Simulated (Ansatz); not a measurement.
# TaAs (I4_1md) in Ansatz: notebook, part 2 of 2

Ansatz 0.2.0. The steps go on from the part before.

### Step 5. Band structure, PBE

The input, input.yaml:

```yaml
crystal:
  lattice:
    - [-1.7218133622, 1.7218133622, 5.8679415361]
    - [1.7218133622, -1.7218133622, 5.8679415361]
    - [1.7218133622, 1.7218133622, -5.8679415361]
  atoms:
    - { symbol: Ta, position: [0.4999673, 0.4999673, 0.0] }
    - { symbol: Ta, position: [0.2499673, 0.7499673, 0.5] }
    - { symbol: As, position: [0.08263212, 0.08263212, 0.0] }
    - { symbol: As, position: [0.83263212, 0.33263212, 0.5] }
kpoints:
  mp_grid: { grid: [11, 11, 11] }
  band_path:
    path:
      - [0.0, 0.0, 0.0]
      - [-0.5, 0.5, 0.0]
      - [-0.5, 0.5, -0.0430497462]
      - [-0.2715248731, 0.2715248731, -0.2715248731]
      - [0.0, 0.0, 0.0]
      - [0.5, 0.5, -0.5]
      - [0.2715248731, 0.7284751269, -0.7284751269]
      - [0.0, 0.5, -0.5]
    npoints: 10
scf:
  occupations: { method: fermi_dirac, width: 0.05 }
hamiltonian:
  xc: pbe
  pseudopotentials: { kind: all_electron, lapw: { basis_error: 0.002 } }
output:
  forces: true
  stress: true
  eigenvalues: true
```

Potentials or basis: all-electron LAPW, scalar-relativistic.

Run with:

```
$ ansatz run input.yaml --threads 2 --pin off --max-ram 8192MiB --backend cpu --events-out ev --progress --plain --runs-dir out
```

The program printed:

```text
Warning: RAYON_NUM_THREADS=2 ignored (pool sized by the plan → 2); use --threads N
LAPW: plane waves up to 8.449 Å⁻¹, error target 2.0e-3 eV per atom; small_component_spin mean_spin; As in spheres of 1.244 Å, 23 of its electrons in bands, Dirac shells []; Ta in spheres of 1.368 Å, 43 of its electrons in bands, Dirac shells [] (how accurate: hamiltonian.pseudopotentials.lapw.basis_error, Limitations)
Engine: ansatz 0.2.0, x86_64-unknown-linux-gnu
Pseudopotentials: kind: all_electron
Pseudopotential: Ta, LAPW, valence charge 43, lapw/all_electron/scalar/gaussian/Ta, Koelling and Harmon's equation, gaussian nucleus
Pseudopotential: As, LAPW, valence charge 23, lapw/all_electron/scalar/gaussian/As, Koelling and Harmon's equation, gaussian nucleus
Functional definition: PBE
  parameter kappa = 0.804
  parameter beta = 0.06672455060314922
  exchange = pbe_x(kappa = kappa, mu = beta*pi^2/3)
  correlation = pbe_c(beta = beta)
Crystal: 4 atoms, lattice volume = 69.585 Å³
[... 45 lines left out ...]
  atom   2  Ta    -0.00000000     0.00000000     0.02487887
  atom   3  As     0.00000000    -0.00000000    -0.02487912
  atom   4  As     0.00000000     0.00000000    -0.02487912
  max |Σ_I F_I| component: 5.03e-7 eV/Å
--- Stress (GPa, compression-positive) ---
        2.542868       0.000000      -0.000000
        0.000000       2.542868      -0.000000
       -0.000000      -0.000000       1.498901
  P = ⅓ Tr σ = 2.1949 GPa (21.949 kbar)
--- Band table (eV; the first three rows and the last of 126) ---
  k-point 0: bands = ["-375.1137", "-375.1137", "-375.0957", "-375.0957", "-375.0911", "-375.0911", "-196.6626", "-196.6626", "-196.6579", "-196.6579", "-196.6566", "-196.6566", "-196.6403", "-196.6403", "-196.6392", "-196.6392", "-164.6444", "-164.6444", "-108.0249", "-108.0248", "-108.0190", "-108.0190", "-108.0116", "-108.0116", "-47.6789", "-47.6689", "-15.1251", "-15.1251", "-15.0957", "-15.0904", "-15.0792", "-15.0788", "-15.0788", "-15.0778", "-15.0747", "-15.0674", "-14.2821", "-14.2084", "-14.2084", "-14.0885", "-14.0885", "-14.0362", "0.4576", "0.4591", "0.4602", "0.4602", "0.4621", "0.4621", "0.4716", "0.4716", "0.4717", "0.4768", "0.4906", "0.4966", "0.5012", "0.5012", "6.6496", "9.1478", "13.6756", "17.5284", "18.1811", "18.1811", "18.3058", "18.7028", "19.0163", "19.0163", "21.5771", "22.2387", "22.9780", "23.7444", "23.7444", "24.0063", "24.7411", "24.7411", "24.9156", "26.0844", "29.2928", "30.6758", "31.8254", "32.1367"]
  k-point 1: bands = ["-375.1137", "-375.1137", "-375.0957", "-375.0957", "-375.0911", "-375.0911", "-196.6626", "-196.6626", "-196.6579", "-196.6579", "-196.6566", "-196.6566", "-196.6403", "-196.6403", "-196.6392", "-196.6392", "-164.6444", "-164.6444", "-108.0249", "-108.0248", "-108.0190", "-108.0190", "-108.0116", "-108.0116", "-47.6780", "-47.6684", "-15.1286", "-15.1266", "-15.0949", "-15.0883", "-15.0874", "-15.0830", "-15.0777", "-15.0746", "-15.0706", "-15.0672", "-14.2751", "-14.2200", "-14.2169", "-14.1018", "-14.0940", "-14.0348", "0.4582", "0.4593", "0.4603", "0.4604", "0.4618", "0.4619", "0.4707", "0.4713", "0.4719", "0.4765", "0.4913", "0.4970", "0.5007", "0.5007", "6.8687", "9.2317", "13.8190", "17.0756", "17.8914", "17.9134", "17.9662", "18.5642", "19.1973", "19.3673", "21.2173", "21.7744", "23.1980", "23.3235", "23.8544", "24.2354", "24.5300", "24.9385", "26.0738", "27.5124", "29.0756", "30.1870", "31.4289", "31.8257"]
  k-point 2: bands = ["-375.1137", "-375.1137", "-375.0957", "-375.0957", "-375.0911", "-375.0911", "-196.6626", "-196.6626", "-196.6579", "-196.6579", "-196.6566", "-196.6566", "-196.6403", "-196.6403", "-196.6392", "-196.6392", "-164.6444", "-164.6444", "-108.0249", "-108.0249", "-108.0190", "-108.0190", "-108.0116", "-108.0116", "-47.6755", "-47.6672", "-15.1376", "-15.1248", "-15.1016", "-15.0970", "-15.0877", "-15.0866", "-15.0740", "-15.0732", "-15.0663", "-15.0660", "-14.2701", "-14.2405", "-14.2326", "-14.1343", "-14.1103", "-14.0336", "0.4598", "0.4599", "0.4600", "0.4608", "0.4615", "0.4619", "0.4695", "0.4705", "0.4716", "0.4756", "0.4930", "0.4978", "0.4997", "0.4997", "7.4711", "9.4137", "14.3074", "16.0649", "16.8061", "17.1758", "17.4373", "18.8326", "19.6519", "19.8194", "20.9191", "21.0512", "22.7617", "23.6214", "24.1704", "24.4444", "24.6721", "26.0483", "27.8327", "28.6001", "29.1582", "29.8935", "31.2410", "31.4264"]
  k-point 125: bands = ["-375.1137", "-375.1137", "-375.0957", "-375.0957", "-375.0911", "-375.0911", "-196.6626", "-196.6626", "-196.6579", "-196.6579", "-196.6566", "-196.6566", "-196.6403", "-196.6403", "-196.6392", "-196.6392", "-164.6444", "-164.6444", "-108.0249", "-108.0249", "-108.0190", "-108.0190", "-108.0116", "-108.0116", "-47.6736", "-47.6734", "-15.1324", "-15.1323", "-15.0893", "-15.0879", "-15.0838", "-15.0796", "-15.0760", "-15.0739", "-15.0697", "-15.0688", "-14.2394", "-14.2180", "-14.1582", "-14.1568", "-14.0870", "-14.0727", "0.4577", "0.4582", "0.4602", "0.4612", "0.4614", "0.4625", "0.4703", "0.4705", "0.4741", "0.4742", "0.4945", "0.4948", "0.5014", "0.5019", "7.7270", "7.7462", "16.0172", "16.0895", "17.3069", "17.6390", "17.8012", "18.2529", "19.3675", "19.9086", "21.5812", "22.3405", "22.6399", "22.9847", "23.6753", "23.8913", "24.7995", "25.7511", "26.8435", "27.5969", "28.2219", "28.7194", "31.1220", "31.2481"]
```

It took 1.8 min on 2 threads of Intel Xeon 6975P-C (Granite Rapids), shared host; peak memory 1.3 GiB.

Results:

```yaml
Free_energy: -972188.2291 eV
Pressure: 2.2 GPa
Largest_force: 0.025 eV/Å
Band_gap_along_the_path: none (metal or under the smearing width)
```

Forces on the atoms (eV/Å):
```
Ta   0.000  0.000  0.025
Ta   0.000  0.000  0.025
As   0.000  0.000 -0.025
As   0.000  0.000 -0.025
```

Levels at the corners of the path, in eV from the Fermi level:
```tsv
point	band 64	band 65	band 66	band 67	band 68	band 69
Γ	-1.95	-1.63	-1.63	0.93	1.59	2.33
X	-3.21	-1.12	-1.12	2.83	2.83	3.08
Y	-3.18	-1.14	-1.14	2.66	2.66	2.99
S	-2.41	-1.76	-0.09	0.07	1.71	2.15
Γ	-1.95	-1.63	-1.63	0.93	1.59	2.33
Z	-2.79	-0.92	-0.92	1.24	1.24	2.29
S1	-2.41	-1.76	-0.09	0.07	1.71	2.15
N	-2.33	-1.58	-0.28	0.14	1.38	2.25
```

Caveat: spin-orbit coupling is left out, which moves the levels of the heavy elements.

### Step 6. Overview

```tsv
level	pressure (GPa)	largest force (eV/Å)
PBEsol	-3.8	0.02
LDA	-7.5	0.02
r2SCAN	-0.5	-
PBE	2.2	0.02
```

Alike in all rows: task band structure; potentials or basis all-electron LAPW, scalar-relativistic; no spin polarisation; cell as given; k mesh 11 × 11 × 11; cutoff (eV) 272; smearing fermi-dirac 0.05 eV; basis error allowed 0.002 eV/atom.

The pressure there spans -7.5 GPa (LDA) to 2.2 GPa (PBE); a positive pressure means that this level wants a larger cell, a negative one a smaller.

Caveats: spin-orbit coupling is left out, which moves the levels of the heavy elements.

Compare energies only between runs with the same functional and basis.
